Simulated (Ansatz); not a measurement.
# GeNO radical: geometry and frequencies at several levels

The task here is to estimate one member of a computed series from the others.

Method: the levels named in each step, in Ansatz 0.2.0.

### The starting structure

Bond lengths: O1–N2 1.228 Å, N2–Ge3 1.669 Å. Angles: O1–N2–Ge3 180.0°.

As a file:

```xyz
3

O     0.0000    0.0000   -1.3753
N     0.0000    0.0000   -0.1469
Ge    0.0000    0.0000    1.5223
```

Set-up of the first run:

Input file input.yaml:

```yaml
crystal:
  periodic: [false, false, false]
  atoms:
    - { symbol: O, position_ang: [0.0, 0.0, -1.37534] }
    - { symbol: "N", position_ang: [0.0, 0.0, -0.14693] }
    - { symbol: Ge, position_ang: [0.0, 0.0, 1.52228] }
magnetization:
  spin_polarized: true
  initial_magnetization: 1
basis:
  gaussian: { orbitals: def2-SVP }
hamiltonian:
  xc: pbe
  dispersion: d4
relax:
  f_tol: 0.03
  max_steps: 200
```

Run with:

```sh
$ ansatz run input.yaml --threads 2 --pin off --max-ram 5120MiB --backend cpu --events-out ev --progress --plain --runs-dir out
```

Steps of the session up to this table: A rough first relaxation, PBE-D4/def2-SVP; Relaxation, PBE0-D4/def2-TZVPP; Frequencies, PBE0-D4/def2-TZVPP; Relaxation, PBE-D4/def2-TZVPP; Frequencies, PBE-D4/def2-TZVPP; Relaxation, r2SCAN-D4/def2-TZVPP; Frequencies, r2SCAN-D4/def2-TZVPP; Relaxation, B3LYP-D4/def2-TZVPP; Frequencies, B3LYP-D4/def2-TZVPP; Relaxation, B2PLYP/def2-TZVPP.

One table of the session follows, with a row left open; its other results are not shown here.

| level | O1–N2 (Å) | N2–Ge3 (Å) | rotational constants (MHz) | dipole (D) | highest frequency (cm⁻¹) |
| --- | --- | --- | --- | --- | --- |
| PBE0-D4/def2-TZVPP | 1.1892 | 1.7370 | 3871.8 | 2.13 | 1660 |
| PBE-D4/def2-TZVPP | 1.2020 | 1.7732 | 3739.7 | 1.86 | 1608 |
| r2SCAN-D4/def2-TZVPP | ? | ? | ? | ? | ? |
| B3LYP-D4/def2-TZVPP | 1.1969 | 1.7511 | 3813.7 | 2.28 | 1605 |
| B2PLYP/def2-TZVPP | 1.2104 | 1.6942 | 3956.3 | 2.70 | - |

Estimate the missing values for r2SCAN-D4/def2-TZVPP.

The run gave: O1–N2 (Å): 1.1933; N2–Ge3 (Å): 1.7489; rotational constants (MHz): 3828; dipole (D): 1.77; highest frequency (cm⁻¹): 1641. In the column «O1–N2 (Å)» it lies between PBE0-D4/def2-TZVPP (1.1892) and B3LYP-D4/def2-TZVPP (1.1969).
